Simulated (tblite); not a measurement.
# C4H5ClO2S2Si: the cost of one run

The runs use tblite 0.8.0 and PySCF 2.14.0, with density-fitted response routines of our own; the level of theory stands in each step. All values are computed, except where a source is named. Atoms are numbered from 0 throughout.

## Step 1: Starting geometry

15 atoms, charge 0, multiplicity 1; geometry from: force field or distance geometry start.

Bonds of the start (Å): O0–S1 1.45, S1–O2 1.45, S1–Cl3 2.04, S1–C4 1.78, C4–C5 1.38, C5–C6 1.43, C6–C7 1.39, C7–Si8 1.87, C7–S9 1.73, S9–C4 1.71, C5–H10 1.08, C6–H11 1.09, Si8–H12 1.49, Si8–H13 1.48, Si8–H14 1.49.

## Step 2: Optimising the geometry with GFN2-xTB

Job settings and geometry (Å):

```
{"job": {"kind": "relax", "xc": "GFN2-xTB", "basis": "xTB"}, "charge": 0, "multiplicity": 1}
O     -3.705800    -0.914100    -0.108000
S     -2.982100     0.323100     0.089800
O     -3.156800     1.157200     1.264800
Cl    -3.363300     1.487800    -1.544700
C     -1.265800    -0.146500     0.081600
C     -0.643700    -1.376500     0.085300
C      0.782400    -1.261300     0.049800
C      1.213300     0.058200     0.020800
Si     2.908800     0.839200    -0.032200
S     -0.137200     1.134100     0.026900
H     -1.186400    -2.314700     0.119900
H      1.454500    -2.116100     0.060300
H      3.102600     1.691200     1.179000
H      3.937000    -0.229800    -0.056300
H      3.037900     1.676100    -1.258900
```

Launch:

```console
$ OMP_NUM_THREADS=1 python probes_run.py task.json out
```

One launch serves the whole session: the jobs run in the order shown.

**Question.** How long does this first job take on 1 thread of Intel Xeon Platinum 8488C, shared host, and how much memory does it need?

About 1.4 s, with a peak of 0.18 GiB.
